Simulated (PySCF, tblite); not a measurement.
# C₃H₁₁GeNSe: geometry, infrared bands and NMR shifts

What infrared bands and NMR shifts should C₃H₁₁GeNSe (`CC(C)[Se][GeH2][NH2]`) show?

The runs use tblite 0.8.0 and PySCF 2.14.0, with density-fitted response routines of our own; the level of theory stands in each step. All values are computed, except where a source is named. Atoms are numbered from 0 throughout.

## (1) The starting structure

17 atoms, charge 0, multiplicity 1; geometry from: force field or distance geometry start.

Bonds of the start (Å): C0–C1 1.52, C1–C2 1.52, C1–Se3 1.96, Se3–Ge4 2.37, Ge4–N5 1.86, C0–H6 1.11, C0–H7 1.11, C0–H8 1.11, C1–H9 1.12, C2–H10 1.11, C2–H11 1.10, C2–H12 1.12, Ge4–H13 1.54, Ge4–H14 1.56, N5–H15 1.05, N5–H16 1.04.

## (2) Geometry optimisation with GFN2-xTB

The job: settings as JSON, then the geometry in Å.

```
{"job": {"kind": "relax", "xc": "GFN2-xTB", "basis": "xTB"}, "charge": 0, "multiplicity": 1}
C     -1.724500     0.766200     0.545400
C     -0.766700    -0.314700     0.079500
C     -1.511300    -1.514800    -0.487600
Se     0.449400     0.405100    -1.279600
Ge     1.983000     1.220100     0.333000
N      2.958300    -0.195500     1.037600
H     -1.172700     1.626800     0.975100
H     -2.331100     1.141000    -0.306500
H     -2.411300     0.367100     1.327400
H     -0.179900    -0.674700     0.968100
H     -2.202600    -1.945800     0.272600
H     -0.805700    -2.300700    -0.803300
H     -2.125200    -1.199200    -1.363300
H      1.244500     1.961900     1.462500
H      2.951800     2.217900    -0.368300
H      2.277300    -0.828000     1.522400
H      3.359700    -0.720900     0.234700
```

Launch:

```sh
$ OMP_NUM_THREADS=1 python probes_run.py task.json out
```

This one command runs all jobs of the session in turn.

**Question.** This job is followed by: GFN2-xTB harmonic vibrations, gas phase; GIAO PBE0/pcSseg-1 NMR shielding, non-relativistic, gas phase. What will the session give for the following? strongest single infrared mode (GFN2-xTB); zero-point energy (GFN2-xTB); ¹³C shifts against TMS (PBE0/pcSseg-1, means over atoms taken as alike); ¹H shifts against TMS (PBE0/pcSseg-1, means over atoms taken as alike); ⁷⁷Se shifts against Me2Se (PBE0/pcSseg-1); ⁷³Ge shifts against GeMe4 (PBE0/pcSseg-1); ¹⁵N shifts against NH3 (PBE0/pcSseg-1).

As calculated:

| quantity | value |
| --- | --- |
| strongest single infrared mode (GFN2-xTB) | 697 cm⁻¹, 477 km/mol |
| zero-point energy (GFN2-xTB) | 82.4 kcal/mol |
| ¹³C shifts against TMS (PBE0/pcSseg-1, means over atoms taken as alike) | 42.7, 29.2 ppm |
| ¹H shifts against TMS (PBE0/pcSseg-1, means over atoms taken as alike) | 5.25, 2.90, 1.55, 0.52 ppm |
| ⁷⁷Se shifts against Me2Se (PBE0/pcSseg-1) | 116 ppm |
| ⁷³Ge shifts against GeMe4 (PBE0/pcSseg-1) | -28 ppm |
| ¹⁵N shifts against NH3 (PBE0/pcSseg-1) | 22.5 ppm |

In words: Over 53 steps the energy fell by 0.224 eV; of the close pairs, C1–Se3 changed most, 1.961 to 2.018 Å. The lowest mode is slightly imaginary (14i cm⁻¹), a soft motion within the noise of the Hessian, so the minimum is not strictly shown. The strongest single mode, at 697 cm⁻¹, is carried by H13, H14, N5. GFN2-xTB is a fitted tight-binding method: band positions and strengths are rough. Its intensities can rank the bands wrongly. At PBE0/pcSseg-1: Shielding is most anisotropic at Se3 (span 885 ppm, paramagnetic term -1360 ppm). Spin-orbit coupling is left out, which matters for shieldings and couplings at and beside the heavy atoms.
